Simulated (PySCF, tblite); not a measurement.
**C₄H₇B₃Cl₂: geometry, infrared bands and NMR shifts**

What infrared bands and NMR shifts should C₄H₇B₃Cl₂ (`BC[C@H](BB(Cl)Cl)C#C`) show?

Computed with tblite 0.8.0 and PySCF 2.14.0, with density-fitted response routines of our own, on a single molecule in the gas phase. Atoms count from 0, in the outputs and in this text.

### Step 1. The molecule as given

16 atoms, charge 0, multiplicity 1; geometry from: force field or distance geometry start.

Bonds of the start (Å): B0–C1 1.58, C1–C2 1.55, C2–B3 1.58, B3–B4 1.66, B4–Cl5 1.85, B4–Cl6 1.83, C2–C7 1.48, C7–C8 1.20, B0–H9 1.17, B0–H10 1.19, C1–H11 1.12, C1–H12 1.13, C2–H13 1.11, B3–H14 1.19, C8–H15 1.06.

### Step 2. Geometry optimisation with GFN2-xTB

The job: settings as JSON, then the geometry in Å.

```
{"job": {"kind": "relax", "xc": "GFN2-xTB", "basis": "xTB"}, "charge": 0, "multiplicity": 1}
B     -2.464900    -0.514900    -0.819200
C     -1.362100    -0.639600     0.307300
C      0.037300    -0.179200    -0.163200
B      1.152200    -0.517700     0.910600
B      2.774000    -0.386800     0.581500
Cl     3.338200     0.204900    -1.081500
Cl     4.020700    -0.848900     1.846000
C      0.044000     1.281700    -0.406800
C      0.050300     2.462600    -0.612700
H     -2.356400    -1.095500    -1.834600
H     -3.422900     0.170800    -0.644100
H     -1.317100    -1.720000     0.607800
H     -1.682200    -0.056600     1.216700
H      0.293900    -0.703800    -1.112500
H      0.838000    -0.958100     1.972800
H      0.049500     3.510000    -0.779500
```

On the command line:

```sh
$ OMP_NUM_THREADS=1 python probes_run.py task.json out
```

This one command runs all jobs of the session in turn.

**Question.** This job is followed by: GFN2-xTB harmonic vibrations, gas phase; GIAO PBE0/pcSseg-1 NMR shielding, non-relativistic, gas phase. Predict these results of the whole session: strongest single infrared mode (GFN2-xTB); zero-point energy (GFN2-xTB); 13C shifts against TMS (PBE0/pcSseg-1); 1H shifts against TMS (PBE0/pcSseg-1, means over atoms taken as alike); 11B shifts against BF3·OEt2 (PBE0/pcSseg-1); 35Cl shifts against HCl (PBE0/pcSseg-1, means over atoms taken as alike).

As calculated:

```
                                                                quantity                                   value
                               strongest single infrared mode (GFN2-xTB)                    856 cm⁻¹, 172 km/mol
                                            zero-point energy (GFN2-xTB)                           62.9 kcal/mol
                                  13C shifts against TMS (PBE0/pcSseg-1)             103.3, 80.4, 41.3, 38.2 ppm
  1H shifts against TMS (PBE0/pcSseg-1, means over atoms taken as alike)  8.27, 6.08, 3.46, 2.57, 2.20, 2.02 ppm
                             11B shifts against BF3·OEt2 (PBE0/pcSseg-1)                    92.9, 70.8, 54.8 ppm
35Cl shifts against HCl (PBE0/pcSseg-1, means over atoms taken as alike)                                 327 ppm
```

What this shows: Over 120 steps the energy fell by 0.624 eV; of the close pairs, B4–Cl5 changed most, 1.853 to 1.734 Å. All 42 modes are real, so the xTB geometry is a minimum. The strongest single mode, at 856 cm⁻¹, is carried by H9, H10, B0, C1. Unscaled tight-binding wavenumbers are off by several per cent, some by more. Its intensities can rank the bands wrongly. At PBE0/pcSseg-1: The widest tensor belongs to Cl5, Cl6: span 620 ppm, with a paramagnetic part of -524 ppm.
